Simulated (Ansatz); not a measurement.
This script for a relaxation followed by a look at the electronic structure of O, space group P4/mmm with Ansatz's Python interface holds a mistake.

`o.py`:
```python
"""Relax O, then bands and states at the relaxed cell."""

import ansatz as az
import numpy as np


def count_gap(report):
    # lowest empty less highest filled band, counting bands; zero where they overlap
    return max(report.get("gap_by_band_count_ev") or 0.0, 0.0)


def configured(crystal, spacing):
    return (
        crystal.calculation()
        .functional("pbesol")
        .occupations(az.OccupationsMethod.FERMI_DIRAC)
        .basis(-41 * az.Ry)
        .kpoints(spacing=spacing)
    )

cell = (
    az.Lattice.of((1.77559, 0.0, 0.0), (0.0, 1.77559, 0.0), (0.0, 0.0, 3.05305))
    .atom("O", (0.0, 0.0, 0.0))
)

relaxed = configured(cell, 0.34).relax(cell=True, force_tolerance=0.02, max_steps=40).checkpoint(write="relax.run", compress=False).run(threads=1, backend="cpu")
cell = np.asarray(relaxed.lattice.cell_ang)
print("relaxed edges (A):", np.linalg.norm(cell, axis=1).round(4), " volume:", round(abs(np.linalg.det(cell)), 3), "A^3")
for site in relaxed.lattice.sites:
    print(" ", site.symbol, np.round(site.position_frac, 4) + 0.0)

final = az.Crystal.from_checkpoint("relax.run")
out = configured(final, 0.26).functional("pbesol").stress().band_table().density_of_states(energy_step=0.05).run(threads=1, backend="cpu")
report = out.report
dos = out.density_of_states()
print(f"pressure at the relaxed cell {np.trace(report['stress_gpa']) / 3:.3f} GPa, gap by band count {count_gap(report):.3f} eV")
if count_gap(report) == 0:
    print("states/eV at the Fermi level:", round(float(np.interp(dos.fermi_ev, dos.energies_ev, dos.spin_summed_g_bin_mean_per_ev)), 3))
```

```console
$ python o.py
Traceback (most recent call last):
  File "o.py", line 26, in <module>
    relaxed = configured(cell, 0.34).relax(cell=True, force_tolerance=0.02, max_steps=40).checkpoint(write="relax.run", compress=False).run(threads=1, backend="cpu")
  ...
ansatz.RefusalError: invalid value for `basis.ecutwfc`: must be finite and > 0; got -557.833418042754 eV
$ echo $?
1
```
(Library frames cut from the traceback.)

Why does it end like this?

The fault: the cutoff is negative. The correction:

```diff
--- before
+++ after
@@ -16,3 +16,3 @@
         .occupations(az.OccupationsMethod.FERMI_DIRAC)
-        .basis(-41 * az.Ry)
+        .basis(41 * az.Ry)
         .kpoints(spacing=spacing)
```

After the fix:

```console
$ python o.py
relaxed edges (A): [1.7769 1.7769 3.6262]  volume: 11.449 A^3
  O [0. 0. 0.]
DeckWarning: crystal.checkpoint: the structure is that of relax.run, a `relax` run, at its step 10: its result, under pbesol at a charge of 0 e; 1 atoms read, 0 with a starting moment [...]
pressure at the relaxed cell -2.423 GPa, gap by band count 0.000 eV
states/eV at the Fermi level: 0.509
```
(Warnings from the package without file and line, shortened.)

Reading the output:
- For a metal this k-point mesh is coarse: on a finer one energies can move by several to tens of meV an atom and pressures by half a GPa or more, differences at one mesh by less.
- Only differences from the Fermi energy are physical; the zero of the scale is a convention.
- A gap by band count of zero or less means overlapping bands, a metal.
- A cell that swells this much on relaxing started as a compressed, perhaps high-pressure structure.
- No spin polarisation was allowed.
- The structure is layered, and without a dispersion term the spacing of the layers is poorly determined.
- This isn't the structure that O takes at ambient conditions.
- Gaps and levels are Kohn-Sham values on a finite set of k-points.
- Where the second run takes another functional or mesh than the relaxation, its pressure isn't zero; pressure is positive in compression.
- The density of states is complete only as far up as bands were computed.
- Timing: 6.5 s on 1 thread of Arm Neoverse V2 (shared host), peak memory 0.36 GiB.

(Lines on the test bed's own set-up are left out of the output.)
